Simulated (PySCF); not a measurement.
# AlBrCl (SMILES [Cl][Al][Br]) at UTPSSh/def2-TZVP

What is the vertical ionisation energy of AlBrCl at UTPSSh/def2-TZVP? 

The results are computed with PySCF 2.14.0.

### 1 The molecule

The species is AlBrCl (3 atoms), meant as a doublet with charge 0. SMILES: `[Cl][Al][Br]`. The shape is that of a PBE0-D4/def2-TZVP optimisation.

Bond lengths: Cl1–Al2 2.102 Å, Al2–Br3 2.266 Å. Angles: Cl1–Al2–Br3 118.9°.

### 2 The energy at UTPSSh/def2-TZVP

Input file input.py:

```python
from pyscf import gto, dft

molecule = gto.M(
    atom='''
Cl     0.831291     3.327997     0.801055
Al    -1.224732     0.248121    -0.638161
Br     0.372465    -3.698572    -0.187839
''',
    basis='def2-tzvp',
    max_memory=1860,
    spin=1,
    verbose=3,
    unit='bohr',
)

ks = dft.UKS(molecule)
ks.xc = 'tpssh'
ks.grids.level = 4
ks.conv_tol = 1e-10
ks.kernel()
if not ks.converged:
    ks = ks.newton().run(ks.mo_coeff, ks.mo_occ)

e_tot = ks.e_tot
print('E(%s) = %.9f' % ('TPSSH', e_tot))
```

On the command line:

```sh
$ OMP_NUM_THREADS=1 python input.py
```

Standard output:

```text
WARN: HOMO -0.174997633993101 >= LUMO -0.174997633993094

converged SCF energy = -3276.84842127345  <S^2> = 0.75215874  2S+1 = 2.0021576
E(TPSSH) = -3276.848421273
```

Wall time 51 s (1 thread of Arm Neoverse V1, shared host); peak memory 0.72 GiB.

### 3 The singlet cation, same level

Input file input.xyz:

```xyz
3
AlBrCl
Cl     0.439900     1.761100     0.423900
Al    -0.648100     0.131300    -0.337700
Br     0.197100    -1.957200    -0.099400
```

Input file job.py:

```python
from pyscf import gto, dft

molecule = gto.Mole()
molecule.atom = 'input.xyz'
molecule.max_memory = 1860
molecule.verbose = 3
molecule.charge = 1
molecule.basis = 'def2-tzvp'
molecule.spin = 0
molecule.build()

myscf = dft.RKS(molecule)
myscf.xc = 'tpssh'
myscf.grids.level = 4
myscf.conv_tol = 1e-10
myscf.kernel()
if not myscf.converged:
    myscf = myscf.newton().run(myscf.mo_coeff, myscf.mo_occ)

energy = myscf.e_tot
print(f'total energy: {energy:.8f} hartree')
```

On the command line:

```sh
$ OMP_NUM_THREADS=1 python job.py
```

Standard output:

```text
converged SCF energy = -3276.52988383098
total energy: -3276.52988383 hartree
```

Run time: 26 s. Hardware: 1 thread of Arm Neoverse V1, shared host; peak memory 0.7 GiB.

### 4 Results

Level: UTPSSh/def2-TZVP.

| quantity | value |
| --- | --- |
| doublet AlBrCl: total energy | -3276.84842 Eh |
| doublet AlBrCl: dipole moment | 1.34 D |
| doublet AlBrCl: HOMO energy (highest over α and β) | -6.13 eV |
| doublet AlBrCl: LUMO energy (lowest over α and β) | -3.94 eV |
| doublet AlBrCl: ⟨S²⟩ | 0.752 |
| singlet cation: total energy | -3276.52988 Eh |
| singlet cation: HOMO energy | -13.71 eV |
| singlet cation: LUMO energy | -10.87 eV |
| singlet cation: HOMO–LUMO gap | 2.84 eV |
| vertical ionisation energy (to the singlet cation) | 8.668 eV |

What this shows: The vertical ionisation energy comes to 8.67 eV (836 kJ/mol). Only the singlet of the ionised species was computed; a triplet could lie lower. Mulliken charges (singlet cation) run from +0.02 on Cl1 to +0.88 on Al2.
